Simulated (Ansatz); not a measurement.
# Relaxation of RhPbCl6

The start is RhPbCl6, a borrowed structure type, volume estimated. Where does it settle when we relax cell and atoms at 20 GPa, and what is it like there?

Method: DFT, r2SCAN, no spin polarisation, plane waves, PAW, in Ansatz 0.2.0.

## (1) Geometry

Symmetry: R-3, No. 148, trigonal system. Conventional cell: a = 6.400 Å, b = 6.400 Å, c = 17.197 Å, α = 90.00°, β = 90.00°, γ = 120.00°. Around Pb (site symmetry -3) lie 6 Cl at 2.60 Å. Around Rh (site symmetry -3) lie 6 Cl at 2.42 Å. Cl (site symmetry 1) is surrounded by 1 Rh at 2.42 Å and 1 Pb at 2.60 Å.

Structure file:

```xyz
8
Lattice="3.1998 5.5423 0.0000 -3.1998 5.5423 0.0000 0.0000 -3.6949 5.7323" Properties=species:S:1:pos:R:3 pbc="T T T"
Pb    0.0000    3.6949    2.8661
Rh    0.0000    0.0000    0.0000
Cl   -1.2159    1.9472    4.3565
Cl    2.1215    3.5157    4.3565
Cl   -0.9056    5.6217    4.3565
Cl    1.2159    5.4425    1.3757
Cl   -2.1215    3.8741    1.3757
Cl    0.9056    1.7680    1.3757
```

The first density is read from a saved solution for the starting cell.

## (2) The walk to rest

File input.yaml:

```yaml
crystal:
  lattice:
    - [3.199841, 5.542284, 0.0]
    - [-3.199841, 5.542284, 0.0]
    - [0.0, -3.694852, 5.732284]
  atoms:
    - { symbol: Pb, position: [0.5, 0.5, 0.5] }
    - { symbol: Rh, position: [0.0, 0.0, 0.0] }
    - { symbol: Cl, position: [0.239, 0.619, 0.76] }
    - { symbol: Cl, position: [0.902, 0.239, 0.76] }
    - { symbol: Cl, position: [0.619, 0.902, 0.76] }
    - { symbol: Cl, position: [0.761, 0.381, 0.24] }
    - { symbol: Cl, position: [0.098, 0.761, 0.24] }
    - { symbol: Cl, position: [0.381, 0.098, 0.24] }
  symmetry: { tolerance: 0.0003 }
kpoints:
  mp_grid: { grid: [4, 4, 4], shift: [0, 0, 0] }
magnetization:
  spin_polarized: false
scf:
  occupations: { method: fermi_dirac }
  lower_state_search: "off"
hamiltonian:
  pseudopotentials: { kind: paw }
  xc: r2scan
basis:
  ecutwfc: 500
  fft_grid_basis: typed
relax:
  max_steps: 60
  cell: { p_target: 20.0 }
  f_tol: 0.03
output:
  forces: true
  stress: true
  eigenvalues: true
  bader: true
  populations: true
  elf: true
  write_potential: true
  volumetric_format: npy
  dos:
    e_range: [-12, 8]
    de: 0.05
    projected: { site_lists: { Cl: [Cl], Pb: [Pb], Rh: [Rh] } }
checkpoint:
  read: saved_state
```

Run with:

```
ansatz run input.yaml --threads 2 --pin off --max-ram 2560MiB --backend cpu --events-out ev --progress --plain --runs-dir out
```

Log:

```text
Warning: crystal.lattice misses the space group found at crystal.symmetry.tolerance 3.0e-4 in a digit that the deck types, which is why this is a warning: making the lattice exact moves one of its numbers by a whole unit of that number's last typed decimal, or more. The operation that it misses by the most changes a squared length by the fraction 1.57e-6. The run uses the lattice that is a stretch of the typed one, with no rotation, onto the one that keeps every operation to a double's rounding (on a very oblique basis the stretch itself rounds by more); the deck's lattice vector that moved farthest moved by 3.32e-6 Å. To run the lattice as typed, set crystal.symmetry.tolerance under 1.56e-6, the least fraction by which an operation that the lattice misses changes a squared length (the same key also sets how far an atom may lie from its image, so lowering it can lose operations that the atoms keep only within it), or set crystal.symmetry.detect: false (a key that needs symmetry detection or time reversal refuses this as the deck is read). crystal.lattice made exact, in Å and degrees: [[3.1998400796628106, 5.542285594070894, -1.933709631878598e-6], [-3.1998400796628106, 5.542285594070894, -1.933709631878598e-6], [0.0, -3.694855062713642, 5.732285289140801]]. Pasted over the deck's crystal.lattice, beside positions in fractional coordinates, it runs the same cell (given as lengths and angles, that cell in the form's own orientation, a rigid turn of the misfit's size from the one run here, for which a checkpoint.post_process_only pass over this run's state can be refused: where this run relaxes nothing, give such a pass this deck's own crystal.lattice, as typed; behind a relaxation, as crystal.lattice, the state's own cell, identity.cell in its checkpoint.json), and a matrix so pasted ends this notice, except on a very skew basis of the lattice, where the rounding of the pasted numbers themselves can read as a misfit: the cell is then moved again, and that move is told again. The lattice as run is in this notice's lattice.as_run_ang field (Run.prep()["deck_notices"] in Python, the deck_notice line of an events file, deck_notices of ansatz run --dry-run=json, or deck_notices in record.json in the deck's checkpoint.write directory).
Warning: RAYON_NUM_THREADS=2 ignored (pool sized by the plan → 2); use --threads N
Engine: ansatz 0.2.0, aarch64-unknown-linux-gnu
Pseudopotentials: kind: paw
Pseudopotential: Pb, paw, valence charge 14, recommended cutoff 500 eV (meta_gga), Pb.paw.azcp
Pseudopotential: Rh, paw, valence charge 17, recommended cutoff 500 eV (meta_gga), Rh.paw.azcp
Pseudopotential: Cl, paw, valence charge 7, recommended cutoff 500 eV (meta_gga), Cl.paw.azcp
Functional definition: r2SCAN
  parameter k0 = 0.174
  parameter k1 = 0.065
  parameter a1 = 4.9479
  exchange = r2scan_x(k0 = k0, k1 = k1, a1 = a1)
  correlation = r2scan_c
Crystal: 8 atoms, lattice volume = 203.318 Å³
Basis set: ecut = 500 eV, 5163 PW (Γ), exchange–correlation on 192×192×200 points (64 copies of the dense FFT grid, shifted against one another)
Bands: 45, of which v1, the nominal top of the filled ones, is band 37 counted from 1 (36 counted from 0)
Symmetry: 6 space group operations
Space group: R-3 (ITA 148), of the structure as read, at distance tolerance 1.8e-3 Å
k-points: 14 of 64
Non-local potential: Pb, projectors of the file, l = 0: 2, l = 1: 2, l = 2: 2, l = 3: 2
Non-local potential: Rh, projectors of the file, l = 0: 3, l = 1: 2, l = 2: 2, l = 3: 1
Non-local potential: Cl, projectors of the file, l = 0: 2, l = 1: 2, l = 2: 2
PAW form: soft (Blöchl's): semilocal exchange-correlation on the pseudo side does not see the compensation charge
PAW frozen core: Pb, regenerated for the run's functional (the file was generated under x = pbe(κ = 0.804, μ = 0.2195149727645171), c = pbe(β = 0.06672455060314922))
PAW frozen core: Rh, regenerated for the run's functional (the file was generated under x = pbe(κ = 0.804, μ = 0.2195149727645171), c = pbe(β = 0.06672455060314922))
PAW frozen core: Cl, regenerated for the run's functional (the file was generated under x = pbe(κ = 0.804, μ = 0.2195149727645171), c = pbe(β = 0.06672455060314922))
PAW one-centre angular grid: Pb, 590 points (default); XC on 160 Gauss nodes
PAW one-centre angular grid: Rh, 590 points (default); XC on 160 Gauss nodes
PAW one-centre angular grid: Cl, 302 points (default); XC on 160 Gauss nodes
Initial density: read from a saved state, or passed on in memory by an earlier SCF of this step, an earlier step, the calling program or the single point that the run made first
Initial wavefunctions: pseudopotential atomic-orbital guess
Functional: x = r2scan, c = r2scan; τ floored in thin density (d = 2e-4 eV/Å³)
iter 1 solved again at ethr=1.79e-6 eV; its pass at ethr=3.10e-3 eV (dr2=1.31e-3 eV) is discarded
SCF iter   1: F=-24843.670351 eV  HF=-24843.663419 eV  |F-HF|=6.93e-3  |Δ(HF+E_count)|=         —  Δρ=1.89e-3  dr2=1.19e-3  dr2_τ=1.16e-3  ethr=1.79e-6  ⟨swp⟩=3.0  Hψ=4754  notcnv=0
preconditioner: auto → LDOS  [metal: Δε(μ)=0.016 eV  Ē_g=12.853 eV  σ=0.100 eV  W_gap=0.04  n_scr=52 (ndim 8)  ℏωp=21.0 eV  f_vac=0.086  D(μ)=4.47/eV (n_scr^D=26)  β→1.0]
SCF iter   2: F=-24843.671077 eV  HF=-24843.671245 eV  |F-HF|=1.68e-4  |Δ(HF+E_count)|=   7.83e-3  Δρ=2.93e-4  dr2=2.34e-4  dr2_τ=1.38e-5  ethr=1.63e-6  ⟨swp⟩=2.0  Hψ=1315  notcnv=0
SCF iter   3: F=-24843.671136 eV  HF=-24843.671225 eV  |F-HF|=8.85e-5  |Δ(HF+E_count)|=   2.07e-5  Δρ=1.89e-4  dr2=1.12e-4  dr2_τ=2.82e-6  ethr=3.20e-7  ⟨swp⟩=2.0  Hψ=993  notcnv=0
SCF iter   4: F=-24843.671188 eV  HF=-24843.671206 eV  |F-HF|=1.80e-5  |Δ(HF+E_count)|=   1.82e-5  Δρ=9.66e-5  dr2=2.36e-5  dr2_τ=5.89e-7  ethr=1.53e-7  ⟨swp⟩=2.0  Hψ=953  notcnv=0
SCF iter   5: F=-24843.671068 eV  HF=-24843.671071 eV  |F-HF|=3.04e-6  |Δ(HF+E_count)|=   1.36e-4  Δρ=3.32e-5  dr2=3.82e-6  dr2_τ=2.39e-7  ethr=3.24e-8  ⟨swp⟩=3.0  Hψ=954  notcnv=0
SCF iter   6: F=-24843.671070 eV  HF=-24843.671070 eV  |F-HF|=1.54e-7  |Δ(HF+E_count)|=   7.40e-7  Δρ=1.19e-5  dr2=2.88e-7  dr2_τ=1.66e-8  ethr=5.23e-9  ⟨swp⟩=2.1  Hψ=935  notcnv=0
SCF iter   7: F=-24843.671070 eV  HF=-24843.671070 eV  |F-HF|=6.98e-8  |Δ(HF+E_count)|=   1.32e-8  Δρ=7.43e-6  dr2=1.11e-7  dr2_τ=2.88e-9  ethr=1.37e-10  ⟨swp⟩=11.4  Hψ=4672  notcnv=0
SCF iter   8: F=-24843.671070 eV  HF=-24843.671070 eV  |F-HF|=1.06e-8  |Δ(HF+E_count)|=   1.85e-8  Δρ=3.05e-6  dr2=1.66e-8  dr2_τ=1.08e-9  ethr=1.37e-10  ⟨swp⟩=8.1  Hψ=3897  notcnv=0
SCF 1 converged in 8 iterations: F = -24843.671070 eV  dr2 = 1.66e-8
relax step   1: F+E_penalty+E_count = -24843.67107015 eV  Δ(F+E_penalty+E_count) = +0.000e0 eV  max|allowed force component| = 9.728e-1 eV/Å  Δτ_max = 0.0000 Å  P = +0.648 GPa  Ω = 203.318 Å³  (8 SCF iters, dr2 threshold 1.00e-7 eV, accepted)
Crystal: 8 atoms, lattice volume = 175.223 Å³
Basis set: ecut = 500 eV, 4423 PW (Γ), exchange–correlation on 192×192×200 points (64 copies of the dense FFT grid, shifted against one another)
Initial density: handed on by an earlier stage of this run
Initial wavefunctions: those handed on with the density
iter 1 solved again at ethr=1.60e-4 eV; its pass at ethr=3.10e-3 eV (dr2=1.17e-1 eV) is discarded
SCF iter   1: F=-24843.037770 eV  HF=-24842.853229 eV  |F-HF|=1.85e-1  |Δ(HF+E_count)|=         —  Δρ=8.75e-3  dr2=1.12e-1  dr2_τ=1.37e0  ethr=1.60e-4  ⟨swp⟩=2.1  Hψ=3813  notcnv=0
preconditioner: auto → LDOS  [metal: Δε(μ)=0.044 eV  Ē_g=13.540 eV  σ=0.100 eV  W_gap=0.11  n_scr=34 (ndim 8)  ℏωp=22.6 eV  f_vac=0.035  D(μ)=4.19/eV (n_scr^D=26)  β→1.0]
SCF iter   2: F=-24843.136754 eV  HF=-24843.153208 eV  |F-HF|=1.65e-2  |Δ(HF+E_count)|=   3.00e-1  Δρ=4.89e-3  dr2=2.98e-2  dr2_τ=1.28e-3  ethr=1.53e-4  ⟨swp⟩=3.4  Hψ=1381  notcnv=0
SCF iter   3: F=-24843.148853 eV  HF=-24843.153808 eV  |F-HF|=4.95e-3  |Δ(HF+E_count)|=   6.00e-4  Δρ=1.80e-3  dr2=6.89e-3  dr2_τ=5.32e-4  ethr=4.08e-5  ⟨swp⟩=2.0  Hψ=1113  notcnv=0
SCF iter   4: F=-24843.152540 eV  HF=-24843.153477 eV  |F-HF|=9.37e-4  |Δ(HF+E_count)|=   3.31e-4  Δρ=9.98e-4  dr2=1.41e-3  dr2_τ=7.56e-5  ethr=9.43e-6  ⟨swp⟩=2.1  Hψ=977  notcnv=0
SCF iter   5: F=-24843.153117 eV  HF=-24843.153236 eV  |F-HF|=1.19e-4  |Δ(HF+E_count)|=   2.41e-4  Δρ=3.34e-4  dr2=1.89e-4  dr2_τ=6.23e-6  ethr=1.93e-6  ⟨swp⟩=2.0  Hψ=958  notcnv=0
SCF iter   6: F=-24843.153056 eV  HF=-24843.153083 eV  |F-HF|=2.75e-5  |Δ(HF+E_count)|=   1.53e-4  Δρ=1.42e-4  dr2=3.91e-5  dr2_τ=1.09e-6  ethr=2.59e-7  ⟨swp⟩=2.9  Hψ=939  notcnv=0
SCF iter   7: F=-24843.153079 eV  HF=-24843.153081 eV  |F-HF|=2.02e-6  |Δ(HF+E_count)|=   2.37e-6  Δρ=3.75e-5  dr2=3.00e-6  dr2_τ=3.31e-7  ethr=5.36e-8  ⟨swp⟩=2.0  Hψ=909  notcnv=0
SCF iter   8: F=-24843.153080 eV  HF=-24843.153080 eV  |F-HF|=7.64e-8  |Δ(HF+E_count)|=   5.99e-7  Δρ=1.15e-5  dr2=2.18e-7  dr2_τ=1.75e-8  ethr=1.10e-9  ⟨swp⟩=14.1  Hψ=5529  notcnv=0
SCF 2 converged in 8 iterations: F = -24843.153080 eV  dr2 = 2.18e-7
  Residual-converged pass: ⟨swp⟩=1.0  Hψ=686  notcnv=0  max |occ|·‖R‖ = 7.0e-9 eV (tolerance 1.0e-8 eV)  dr2=2.18e-7  dr2_τ=1.75e-8  dr2_onsite=1.48e-8  max |Δocc| = 6.7e-11
relax step   2: F+E_penalty+E_count = -24843.15308022 eV  Δ(F+E_penalty+E_count) = +5.180e-1 eV  max|allowed force component| = 9.718e-1 eV/Å  Δτ_max = 0.0727 Å  P = +10.990 GPa  Ω = 175.223 Å³  energy of the carried Pulay correction = +2.621e-3 eV  (8 SCF iters, dr2 threshold 8.00e-7 eV, accepted)
Crystal: 8 atoms, lattice volume = 154.531 Å³
Basis set: ecut = 500 eV, 3937 PW (Γ), exchange–correlation on 192×192×200 points (64 copies of the dense FFT grid, shifted against one another)
iter 1 solved again at ethr=2.13e-4 eV; its pass at ethr=3.10e-3 eV (dr2=1.55e-1 eV) is discarded
SCF iter   1: F=-24842.168512 eV  HF=-24842.707328 eV  |F-HF|=5.39e-1  |Δ(HF+E_count)|=         —  Δρ=1.60e-2  dr2=1.55e-1  dr2_τ=2.64e0  ethr=2.13e-4  ⟨swp⟩=2.6  Hψ=3908  notcnv=0
preconditioner: auto → Kerker (q_TF=auto, 2.408 Å⁻¹)  [metal: Δε(μ)=0.039 eV  Ē_g=13.679 eV  σ=0.100 eV  W_gap=0.10  n_scr=34 (ndim 8)  ℏωp=24.1 eV  f_vac=0.009  D(μ)=3.73/eV (n_scr^D=20)]
SCF iter   2: F=-24842.276721 eV  HF=-24842.300912 eV  |F-HF|=2.42e-2  |Δ(HF+E_count)|=   4.06e-1  Δρ=9.80e-3  dr2=7.69e-2  dr2_τ=2.58e-3  ethr=2.12e-4  ⟨swp⟩=3.1  Hψ=1347  notcnv=0
SCF iter   3: F=-24842.286132 eV  HF=-24842.297321 eV  |F-HF|=1.12e-2  |Δ(HF+E_count)|=   3.59e-3  Δρ=3.37e-3  dr2=2.08e-2  dr2_τ=2.25e-3  ethr=1.05e-4  ⟨swp⟩=2.0  Hψ=1084  notcnv=0
SCF iter   4: F=-24842.297597 eV  HF=-24842.297848 eV  |F-HF|=2.51e-4  |Δ(HF+E_count)|=   5.26e-4  Δρ=1.30e-3  dr2=2.78e-3  dr2_τ=5.21e-4  ethr=2.84e-5  ⟨swp⟩=2.9  Hψ=1153  notcnv=0
SCF iter   5: F=-24842.298305 eV  HF=-24842.298313 eV  |F-HF|=8.46e-6  |Δ(HF+E_count)|=   4.65e-4  Δρ=8.04e-4  dr2=8.76e-4  dr2_τ=3.72e-5  ethr=3.81e-6  ⟨swp⟩=2.0  Hψ=820  notcnv=0
SCF iter   6: F=-24842.298471 eV  HF=-24842.298481 eV  |F-HF|=9.56e-6  |Δ(HF+E_count)|=   1.67e-4  Δρ=1.39e-4  dr2=4.72e-5  dr2_τ=1.38e-6  ethr=1.20e-6  ⟨swp⟩=3.0  Hψ=1231  notcnv=0
SCF iter   7: F=-24842.298355 eV  HF=-24842.298356 eV  |F-HF|=1.05e-6  |Δ(HF+E_count)|=   1.24e-4  Δρ=4.35e-5  dr2=4.52e-6  dr2_τ=1.19e-7  ethr=6.46e-8  ⟨swp⟩=2.0  Hψ=920  notcnv=0
SCF iter   8: F=-24842.298357 eV  HF=-24842.298357 eV  |F-HF|=7.46e-8  |Δ(HF+E_count)|=   2.11e-7  Δρ=2.01e-5  dr2=6.73e-7  dr2_τ=2.89e-8  ethr=1.10e-9  ⟨swp⟩=15.5  Hψ=5294  notcnv=0
SCF 3 converged in 8 iterations: F = -24842.298357 eV  dr2 = 6.73e-7
relax step   3: F+E_penalty+E_count = -24842.29835674 eV  Δ(F+E_penalty+E_count) = +8.547e-1 eV  max|allowed force component| = 9.397e-1 eV/Å  Δτ_max = 0.1949 Å  P = +19.673 GPa  Ω = 154.531 Å³  energy of the carried Pulay correction = +4.816e-3 eV  (8 SCF iters, dr2 threshold 8.00e-7 eV, accepted)
Crystal: 8 atoms, lattice volume = 145.945 Å³
Basis set: ecut = 500 eV, 3745 PW (Γ), exchange–correlation on 192×192×200 points (64 copies of the dense FFT grid, shifted against one another)
iter 1 solved again at ethr=1.87e-4 eV; its pass at ethr=3.10e-3 eV (dr2=1.37e-1 eV) is discarded
SCF iter   1: F=-24841.602489 eV  HF=-24841.833696 eV  |F-HF|=2.31e-1  |Δ(HF+E_count)|=         —  Δρ=1.51e-2  dr2=1.36e-1  dr2_τ=2.07e0  ethr=1.87e-4  ⟨swp⟩=2.3  Hψ=3297  notcnv=0
preconditioner: auto → Kerker (q_TF=auto, 2.431 Å⁻¹)  [metal: Δε(μ)=0.095 eV  Ē_g=13.473 eV  σ=0.100 eV  W_gap=0.23  n_scr=34 (ndim 8)  ℏωp=24.8 eV  f_vac=0.004  D(μ)=3.29/eV (n_scr^D=14)]
SCF iter   2: F=-24841.702698 eV  HF=-24841.708147 eV  |F-HF|=5.45e-3  |Δ(HF+E_count)|=   1.26e-1  Δρ=8.77e-3  dr2=4.99e-2  dr2_τ=2.03e-3  ethr=1.86e-4  ⟨swp⟩=2.1  Hψ=1261  notcnv=0
SCF iter   3: F=-24841.710051 eV  HF=-24841.712554 eV  |F-HF|=2.50e-3  |Δ(HF+E_count)|=   4.41e-3  Δρ=1.90e-3  dr2=7.13e-3  dr2_τ=1.17e-3  ethr=6.83e-5  ⟨swp⟩=2.4  Hψ=1085  notcnv=0
SCF iter   4: F=-24841.713282 eV  HF=-24841.713311 eV  |F-HF|=2.90e-5  |Δ(HF+E_count)|=   7.57e-4  Δρ=9.55e-4  dr2=1.17e-3  dr2_τ=1.11e-4  ethr=9.77e-6  ⟨swp⟩=2.9  Hψ=1193  notcnv=0
SCF iter   5: F=-24841.713446 eV  HF=-24841.713604 eV  |F-HF|=1.58e-4  |Δ(HF+E_count)|=   2.93e-4  Δρ=4.31e-4  dr2=3.80e-4  dr2_τ=2.06e-5  ethr=1.60e-6  ⟨swp⟩=3.0  Hψ=1209  notcnv=0
SCF iter   6: F=-24841.713480 eV  HF=-24841.713499 eV  |F-HF|=1.97e-5  |Δ(HF+E_count)|=   1.05e-4  Δρ=1.47e-4  dr2=5.55e-5  dr2_τ=5.75e-7  ethr=5.21e-7  ⟨swp⟩=1.0  Hψ=638  notcnv=0
SCF iter   7: F=-24841.713501 eV  HF=-24841.713501 eV  |F-HF|=2.74e-7  |Δ(HF+E_count)|=   1.88e-6  Δρ=3.15e-5  dr2=2.33e-6  dr2_τ=3.97e-8  ethr=7.60e-8  ⟨swp⟩=2.8  Hψ=1042  notcnv=0
SCF iter   8: F=-24841.713501 eV  HF=-24841.713501 eV  |F-HF|=4.71e-8  |Δ(HF+E_count)|=   9.85e-8  Δρ=1.11e-5  dr2=2.04e-7  dr2_τ=8.67e-9  ethr=1.10e-9  ⟨swp⟩=13.2  Hψ=5151  notcnv=0
SCF 4 converged in 8 iterations: F = -24841.713501 eV  dr2 = 2.04e-7
relax step   4: F+E_penalty+E_count = -24841.71350139 eV  Δ(F+E_penalty+E_count) = +5.849e-1 eV  max|allowed force component| = 4.554e-1 eV/Å  Δτ_max = 0.1950 Å  P = +21.975 GPa  Ω = 145.945 Å³  energy of the carried Pulay correction = +5.803e-3 eV  (8 SCF iters, dr2 threshold 8.00e-7 eV, accepted)
Crystal: 8 atoms, lattice volume = 149.619 Å³
Basis set: ecut = 500 eV, 3817 PW (Γ), exchange–correlation on 192×192×200 points (64 copies of the dense FFT grid, shifted against one another)
iter 1 solved again at ethr=4.60e-5 eV; its pass at ethr=3.10e-3 eV (dr2=3.36e-2 eV) is discarded
SCF iter   1: F=-24842.229291 eV  HF=-24842.158781 eV  |F-HF|=7.05e-2  |Δ(HF+E_count)|=         —  Δρ=4.44e-3  dr2=3.36e-2  dr2_τ=1.46e-1  ethr=4.60e-5  ⟨swp⟩=2.7  Hψ=3564  notcnv=0
```

(Part 1 of 2 ends here.)
